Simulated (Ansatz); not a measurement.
TiAu, space group P-6m2, a run that restarts from a saved state

Run with the Ansatz DFT code, driven from Python.

`restart.py`:
```python
"""A run of TiAu that can be started again."""

import ansatz as az


def main() -> None:
    tiau = (
        az.Lattice.of([2.986476, 0.0, 0.0], [-1.493238, 2.586364, 0.0], [0.0, 0.0, 4.554018])
        .atom("Ti", [0.0, 0.0, 0.0])
        .atom("Au", [1 / 3, 2 / 3, 0.5])
    )

    calc = tiau.calculation()
    calc = calc.occupations("Marzari-Vanderbilt", width=0.05)
    calc = calc.kpoints(10, 10, 6, center="gamma").functional(az.Functional.PBESOL)
    calc = calc.forces().checkpoint(write="ground.run")
    with az.exiting_at_sigterm():
        out = calc.run(resume=True)
    print("returned:", type(out).__name__)
    print(f"F = {out.report['free_energy_ev']:.5f} eV, {out.report['n_iterations']} iterations")


if __name__ == "__main__":
    main()
```

```console
$ python restart.py
DeckWarning: basis.ecutwfc = 420 eV, auto-derived from the records' recommended cutoffs: set by Ti (normal level)
returned: RunOutcome
F = -15481.30343 eV, 6 iterations
```
(Warnings from the package without file and line.)

```console
$ python restart.py
DeckWarning: basis.ecutwfc = 420 eV, auto-derived from the records' recommended cutoffs: set by Ti (normal level)
returned: CompletedStep
F = -15481.30343 eV, 6 iterations
```
(Warnings from the package without file and line.)

What to keep in mind:
- Absolute energies stand on the zero of these potentials, so only differences at equal settings mean something. A total without «per atom» is that of the cell as typed.
- The mesh is modest for a metal, so energies can be off by several to tens of meV an atom and pressures by half a GPa or more; differences at equal mesh fare better.
- Spin-orbit coupling, which matters for elements this heavy, is left out.
- The structure comes from a database of computed cells and needn't be a stable or known phase.
- Run time: 3.9 s on 1 thread of AMD EPYC 7R43 64-Core Processor (Zen 3) (shared host), peak memory 0.42 GiB.

(Lines on the test bed's own set-up are left out of the output.)
